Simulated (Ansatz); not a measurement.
# MgHSe (doublet): from Hartree-Fock to the top rungs at a displaced geometry (v2), cc-pVDZ

The task here is to estimate one member of a computed series from the others.

Program: Ansatz 0.2.0, Gaussian basis. Level of theory: cc-pVDZ, core rule «outside noble gas», up to 19 orbitals frozen. These are calculated values, not measurements.

The runs, in order: UHF; CCSD(T) on ROHF; CCSD(T) on UHF; BCCD(T) on ROHF; CISD as a restricted active space (open shells left free, so some higher excitations enter); CCSDT(Q) on ROHF; CCSDT(Q) on UHF.

34 further runs of the same task are left out: 14 for a known fault of the program, 7 that didn't finish, 13 set aside as unsound or not needed. Runs told in other sessions of the task aren't counted.

### The system

The geometry is a PBE0/def2-TZVP stationary point (not a proven minimum) with its atoms shifted at random (size 0.100 Å). No spin-orbit coupling is included. The filled d shell of Se may be among the frozen orbitals whatever the setting's name suggests.

3 atoms, charge 0, spin multiplicity 2.

Atoms are counted from 1 here; the program's logs count them from 0.

Bond lengths: Se1–Mg2 2.428 Å, Mg2–H3 1.705 Å. Angles: Se1–Mg2–H3 173.4°.

The first run:

in.yaml

```yaml
crystal:
  periodic: [false, false, false]
  atoms:
    - {symbol: Se, position_ang: [0.084376, 0.005225, 2.182598]}
    - {symbol: Mg, position_ang: [-0.080498, 0.013599, -0.239909]}
    - {symbol: H, position_ang: [-0.003878, -0.018825, -1.942689]}
basis:
  gaussian: {orbitals: cc-pVDZ}
magnetization: {spin_polarized: true, initial_magnetization: 1}
hamiltonian: {xc: hf}
output: {orbitals: {seedname: orbitals}}
```

The run is started by

```console
$ ansatz run in.yaml --threads 1 --pin off --events-out ev --progress --plain --max-ram 2393MiB
```

Steps of the session up to this table: UHF; CCSD(T) on ROHF; CCSD(T) on UHF; BCCD(T) on ROHF; CISD as a restricted active space (open shells left free, so some higher excitations enter); CCSDT(Q) on ROHF; CCSDT(Q) on UHF.

One table of the session follows, with a row left open; its other results are not shown here.

| method | from UCCSDT(Q) (kcal/mol) |
| --- | --- |
| ROHF | +95.51 |
| UHF | +93.47 |
| RMP2 | +16.89 |
| UMP2 | +17.14 |
| CISD | ? |
| RCCSD | +2.23 |
| UCCSD | +2.14 |
| RCCSD(T) | +0.52 |
| UCCSD(T) | +0.47 |
| BCCD(T) | +0.52 |
| RCCSDT | +0.19 |
| UCCSDT | +0.14 |
| RCCSDT(Q) | +0.06 |
| UCCSDT(Q) | 0 |

Q: Estimate the row for CISD from the others.

**Answer.** from UCCSDT(Q) (kcal/mol): +7.50. In the column «from UCCSDT(Q) (kcal/mol)» it lies between RCCSD (+2.23) and RMP2 (+16.89).

Limits of these values: Restricted and unrestricted rows rest on different reference determinants; a gap between their highest levels can come from leftover correlation error, from unlike frozen cores or from another state.
